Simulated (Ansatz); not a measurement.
# SnTe (rocksalt type): the cost of one run

Method: DFT PBEsol, with the methods named in each step, in Ansatz 0.2.0.

### Step 1. The structure to begin with

It takes space group Fm-3m (No. 225, cubic). The conventional cell has a = 6.287 Å, b = 6.287 Å, c = 6.287 Å, α = 90.00°, β = 90.00°, γ = 90.00°. Sn (site symmetry m-3m) has 6 Te at 3.14 Å as nearest neighbours. Te (site symmetry m-3m) is surrounded by 6 Sn at 3.14 Å.

Coordinates:

```cif
data_structure
_symmetry_space_group_name_H-M 'P 1'
_symmetry_Int_Tables_number 1
_cell_length_a 4.4454
_cell_length_b 4.4454
_cell_length_c 4.4454
_cell_angle_alpha 60.000
_cell_angle_beta 60.000
_cell_angle_gamma 60.000
_cell_volume 62.12
loop_
_atom_site_label
_atom_site_type_symbol
_atom_site_fract_x
_atom_site_fract_y
_atom_site_fract_z
_atom_site_occupancy
Sn1 Sn 0.00000 0.00000 0.00000 1
Te1 Te 0.50000 0.50000 0.50000 1
```

Whether this phase is the stable one at these pressures isn't tested.

Atoms are numbered in the order of the input: Sn1, Te2.

### Step 2. The reference volume, LAPW

Input file input.yaml:

```yaml
crystal:
  lattice:
    - [0.0, 3.1433396748, 3.1433396748]
    - [3.1433396748, 0.0, 3.1433396748]
    - [3.1433396748, 3.1433396748, 0.0]
  atoms:
    - { symbol: Sn, position: [0.0, 0.0, 0.0] }
    - { symbol: Te, position: [0.5, 0.5, 0.5] }
kpoints:
  mp_grid: { grid: [11, 11, 11] }
  band_path:
    path:
      - [0.0, 0.0, 0.0]
      - [0.5, 0.0, 0.5]
      - [0.625, 0.25, 0.625]
      - [0.375, 0.375, 0.75]
      - [0.0, 0.0, 0.0]
      - [0.5, 0.5, 0.5]
      - [0.5, 0.25, 0.75]
      - [0.5, 0.0, 0.5]
    npoints: 14
scf:
  occupations: { method: fermi_dirac, width: 0.08 }
hamiltonian:
  xc: pbesol
  pseudopotentials: { kind: all_electron, lapw: { basis_error: 0.001 } }
output:
  forces: true
  stress: true
  eigenvalues: true
  populations: true
  dos: { projected: true, de: 0.2, e_range: [-14, 8] }
```

Command:

```bash
ansatz run input.yaml --threads 1 --pin off --max-ram 2048MiB --backend cpu --events-out ev --progress --plain --runs-dir out
```

What time and memory should one allow on 1 thread of Intel Xeon Platinum 8488C (Sapphire Rapids), shared host?

About 16 s, with a peak of 0.4 GiB.
